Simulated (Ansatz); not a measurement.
**Cl₃F₃OSi₂: vertical ionisation energy**

The task here is to estimate one member of a computed series from the others.

The runs use Ansatz 0.2.0, Gaussian basis; unrestricted cation, the program's frozen cores in correlated methods.

The runs, in order: UKS PBE-D4/def2-TZVPP; UKS r2SCAN-D4/def2-TZVPP; UKS PBE0-D4/def2-TZVPP; UKS B3LYP-D4/def2-TZVPP; UKS wB97X-V/def2-TZVPP; UKS wB97M-V/def2-TZVPP; UKS B2PLYP/def2-TZVPP; UHF-CCSD(T)/def2-TZVPP; UHF-MP2/def2-QZVPP; extrapolation to the limit; then −ε(HOMO) from the neutral's earlier runs with LDA (SPW92), PBE-D4, revPBE-D4, BLYP-D4, r2SCAN-D4, B97M-V, PBE0-D4, B3LYP-D4, r2SCANh-D4, r2SCAN0-D4, HSE06-D4, BHLYP-D4, CAM-B3LYP-D4, LC-ωPBE, ωB97X-V, ωB97M-V.

### The relaxed structure

All runs share one geometry, relaxed beforehand with PBE0-D4 in a triple-zeta def2 set.

SMILES `F[Si](F)(F)O[Si](Cl)(Cl)Cl`, 9 atoms, charge 0, spin multiplicity 1.

Atoms are counted from 1 here; the program's logs count them from 0.

Bond lengths: F1–Si2 1.566 Å, Si2–F3 1.566 Å, Si2–F4 1.564 Å, Si2–O5 1.598 Å, O5–Si6 1.613 Å, Si6–Cl7 2.019 Å, Si6–Cl8 2.020 Å, Si6–Cl9 2.016 Å. Angles: F1–Si2–F3 108.6°, F1–Si2–F4 108.8°, F1–Si2–O5 110.6°, F3–Si2–F4 108.8°, F3–Si2–O5 110.7°, F4–Si2–O5 109.3°, Si2–O5–Si6 154.9°, O5–Si6–Cl7 109.3°, O5–Si6–Cl8 109.4°, O5–Si6–Cl9 108.2°, Cl7–Si6–Cl8 109.8°, Cl7–Si6–Cl9 110.1°, Cl8–Si6–Cl9 110.1°.

Set-up of the first run:

in.yaml reads:

```yaml
crystal:
  periodic: [false, false, false]
  atoms:
    - {symbol: F, position_ang: [-2.324100, 0.039080, 0.993178]}
    - {symbol: Si, position_ang: [-0.882375, 0.616832, 1.189710]}
    - {symbol: F, position_ang: [-0.231581, -0.076865, 2.434001]}
    - {symbol: F, position_ang: [-0.988652, 2.152785, 1.465525]}
    - {symbol: O, position_ang: [0.001845, 0.376129, -0.119619]}
    - {symbol: Si, position_ang: [0.847867, -0.510011, -1.168665]}
    - {symbol: Cl, position_ang: [2.589429, -1.071153, -0.315047]}
    - {symbol: Cl, position_ang: [-0.221439, -2.146242, -1.680139]}
    - {symbol: Cl, position_ang: [1.209006, 0.619444, -2.798942]}
basis:
  gaussian: {orbitals: def2-TZVPP}
total_charge: 1
magnetization: {spin_polarized: true, initial_magnetization: 1}
hamiltonian: {xc: pbe, dispersion: d4}
```

Steps of the session up to this table: Cation, UKS PBE-D4/def2-TZVPP; Cation, UKS r2SCAN-D4/def2-TZVPP; Cation, UKS PBE0-D4/def2-TZVPP; Cation, UKS B3LYP-D4/def2-TZVPP; Cation, UKS wB97X-V/def2-TZVPP; Cation, UKS wB97M-V/def2-TZVPP; Cation, UKS B2PLYP (frozen core)/def2-TZVPP; Cation, UHF-CCSD(T)/def2-TZVPP; Cation, UHF-MP2/def2-QZVPP.

One of the session's tables, all rows but one given; the rest of the session is left out.

For comparison, −ε(HOMO) of the neutral from earlier runs:

| functional | −ε(HOMO) (eV) |
| --- | --- |
| LDA (SPW92) | 8.33 |
| PBE-D4 | 8.18 |
| revPBE-D4 | 8.12 |
| BLYP-D4 | 8.00 |
| r2SCAN-D4 | 8.57 |
| B97M-V | 8.67 |
| PBE0-D4 | 9.63 |
| B3LYP-D4 | 9.32 |
| r2SCANh-D4 | 9.10 |
| r2SCAN0-D4 | 9.88 |
| HSE06-D4 | 9.22 |
| BHLYP-D4 | 10.90 |
| CAM-B3LYP-D4 | 10.98 |
| LC-ωPBE | 12.45 |
| ωB97X-V | 12.05 |
| ωB97M-V | ? |

**Question.** Estimate the row for ωB97M-V.

The run gave: −ε(HOMO) (eV): 11.86. In the column «−ε(HOMO) (eV)» it lies between CAM-B3LYP-D4 (10.98) and ωB97X-V (12.05).
